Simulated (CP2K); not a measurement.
## NaF: one setting at a time in CP2K

Simulated with CP2K 2026.2. This is a test of settings. The cell began as a measured structure and was relaxed with r2SCAN in plane waves (Ansatz 0.2.0). All runs are without spin polarisation.

It is cubic, Fm-3m (No. 225); a = 4.594 Å in the conventional setting, 12.12 Å³ an atom. Na has 6 F at 2.30 Å; F has 6 Na at 2.30 Å.

The base run uses PBE in the SZV-MOLOPT-SR basis.

```
&GLOBAL
 PROJECT run
 RUN_TYPE ENERGY_FORCE
 PRINT_LEVEL LOW
&END GLOBAL
&FORCE_EVAL
 METHOD QS
 STRESS_TENSOR ANALYTICAL
 &DFT
  BASIS_SET_FILE_NAME BASIS_MOLOPT
  POTENTIAL_FILE_NAME GTH_POTENTIALS
  &QS
   EXTRAPOLATION USE_GUESS
  &END QS
  &MGRID
   CUTOFF 700
   REL_CUTOFF 50
  &END MGRID
  &XC
   &XC_FUNCTIONAL PBE
   &END XC_FUNCTIONAL
  &END XC
  &KPOINTS
   SCHEME MONKHORST-PACK 5 5 5
   SYMMETRY F
   FULL_GRID F
  &END KPOINTS
  &SCF
   ADDED_MOS 8
   EPS_SCF 1e-6
   MAX_SCF 80
   &DIAGONALIZATION
   &END DIAGONALIZATION
   &MIXING
    METHOD BROYDEN_MIXING
    ALPHA 0.3
   &END MIXING
   &SMEAR
    METHOD FERMI_DIRAC
    ELECTRONIC_TEMPERATURE [K] 232
   &END SMEAR
   &PRINT
    &ITERATION_INFO
    &END ITERATION_INFO
   &END PRINT
  &END SCF
  &PRINT
   &BAND_STRUCTURE
    FILE_NAME bands.bs
    ADDED_MOS 6
    &KPOINT_SET
     UNITS B_VECTOR
     SPECIAL_POINT 0.00000000 0.00000000 0.00000000
     NPOINTS 0
    &END KPOINT_SET
    &KPOINT_SET
     UNITS B_VECTOR
     SPECIAL_POINT 0.50000000 0.00000000 0.50000000
     NPOINTS 0
    &END KPOINT_SET
    &KPOINT_SET
     UNITS B_VECTOR
     SPECIAL_POINT 0.62500000 0.25000000 0.62500000
     NPOINTS 0
    &END KPOINT_SET
    &KPOINT_SET
     UNITS B_VECTOR
     SPECIAL_POINT 0.37500000 0.37500000 0.75000000
     NPOINTS 0
    &END KPOINT_SET
    &KPOINT_SET
     UNITS B_VECTOR
     SPECIAL_POINT 0.50000000 0.50000000 0.50000000
     NPOINTS 0
    &END KPOINT_SET
    &KPOINT_SET
     UNITS B_VECTOR
     SPECIAL_POINT 0.50000000 0.25000000 0.75000000
     NPOINTS 0
    &END KPOINT_SET
   &END BAND_STRUCTURE
  &END PRINT
 &END DFT
 &SUBSYS
  &CELL
   A 3.24879049 0.00000000 0.00000000
   B 1.62439525 2.81353510 0.00000000
   C 1.62439525 0.93784503 2.65262633
  &END CELL
  &COORD
   SCALED
   Na 0.00000000 -0.00000000 -0.00000000
   F 0.50000000 0.50000000 0.50000000
  &END COORD
  &KIND Na
   BASIS_SET SZV-MOLOPT-SR-GTH
   POTENTIAL GTH-PBE
  &END KIND
  &KIND F
   BASIS_SET SZV-MOLOPT-SR-GTH
   POTENTIAL GTH-PBE
  &END KIND
 &END SUBSYS
 &PRINT
  &STRESS_TENSOR
  &END STRESS_TENSOR
  &FORCES
  &END FORCES
 &END PRINT
&END FORCE_EVAL
```

Command: `cp2k.psmp -i run.inp`. It took 6 s on 2 threads of Arm Neoverse V1, with other jobs on the host, peak memory 0.23 GiB.

It converged with a gap of 4.48 eV and a pressure of 4.10 GPa (positive in compression). Pressures on CP2K's grid carry noise of some tenths of a GPa.

Each further run moved one setting: XC_FUNCTIONAL (functional, with the PBE potentials kept); CUTOFF (density grid cutoff in Ry); REL_CUTOFF (grid cutoff relative to the Gaussians, in Ry); EPS_SCF (SCF threshold); ALPHA (mixing weight). Changes are from the base run, which isn't itself converged in every setting; energies of another Hamiltonian, functional, basis or charge aren't compared, and those at a high electronic temperature are mostly its entropy term. CP2K's gap is over the listed points.

| setting | how it ended | gap change (eV) | energy change (meV/atom) | pressure change (GPa) | time (s) |
| --- | --- | --- | --- | --- | --- |
| XC_FUNCTIONAL = BP | converged | 0.04 | – | -0.29 | 5.8 |
| XC_FUNCTIONAL = OLYP | converged | 0.78 | – | 3.63 | 5.8 |
| CUTOFF = 120 | converged | -0.14 | 2738.7 | -153.82 | 4.8 |
| REL_CUTOFF = 80 | converged | 0.00 | 0.0 | 0.00 | 6.9 |
| EPS_SCF = 1e-4 | converged | 0.00 | 0.0 | 0.00 | 4.6 |
| ALPHA = 1.5 (poor on purpose) | converged | 0.00 | 0.0 | 0.00 | 5.1 |

REL_CUTOFF = 80 changes nothing that matters here. EPS_SCF = 1e-4 changes nothing that matters here. ALPHA = 1.5 changes nothing that matters here.
